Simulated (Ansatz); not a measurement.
# Re: the cost of one run

Program: Ansatz 0.2.0. Level of theory: DFT PBEsol, scalar-relativistic. These are calculated values, not measurements.

**1. The starting structure**

It takes space group Fm-3m (No. 225, cubic). Conventional cell: a = 3.950 Å, b = 3.950 Å, c = 3.950 Å, α = 90.00°, β = 90.00°, γ = 90.00°. Around Re (site symmetry m-3m) lie 12 Re at 2.79 Å.

Coordinates:

```cif
data_structure
_symmetry_space_group_name_H-M 'Fm-3m'
_symmetry_Int_Tables_number 225
_cell_length_a 3.9500
_cell_length_b 3.9500
_cell_length_c 3.9500
_cell_angle_alpha 90.000
_cell_angle_beta 90.000
_cell_angle_gamma 90.000
_cell_volume 61.63
loop_
_atom_site_label
_atom_site_type_symbol
_atom_site_symmetry_multiplicity
_atom_site_Wyckoff_symbol
_atom_site_fract_x
_atom_site_fract_y
_atom_site_fract_z
_atom_site_occupancy
Re1 Re 4 a 0.00000 0.00000 0.00000 1
```

The file gives the conventional cell by its symmetry; the runs use the cell typed in the input.

**2. After the deformation**

Space group Fm-3m before, I4/mmm after.

**3. LAPW, all electrons**

File input.yaml:

```yaml
crystal:
  lattice:
    - [0.0, 1.9355, 1.975]
    - [1.9355, 0.0, 1.975]
    - [1.9355, 1.9355, 0.0]
  atoms:
    - { symbol: Re, position: [0.0, 0.0, 0.0] }
kpoints:
  mp_grid: { grid: [14, 14, 14] }
  band_path:
    path:
      - [0.0, 0.0, 0.0]
      - [0.0, 0.5, 0.5]
      - [0.25, 0.75, 0.5]
      - [0.0, 0.5, 0.0]
      - [0.0, 0.0, 0.0]
      - [0.5, 0.5, 0.0]
      - [0.37005, 0.62995, 0.0]
      - [-0.37005, 0.37005, 0.0]
      - [0.0, 0.0, 0.0]
    npoints: 5
scf:
  occupations: { method: fermi_dirac, width: 0.05 }
hamiltonian:
  xc: pbesol
  pseudopotentials: { kind: all_electron, lapw: { basis_error: 0.00025 } }
output:
  forces: true
  stress: true
  eigenvalues: true
```

Run with:

```bash
$ ansatz run input.yaml --threads 1 --pin off --max-ram 3072MiB --backend cpu --events-out ev --progress --plain --runs-dir out
```

**Question.** How long does this run take on 1 thread of Arm Neoverse V2, shared host, and how much memory does it need?

About 41 s, with a peak of 0.57 GiB.
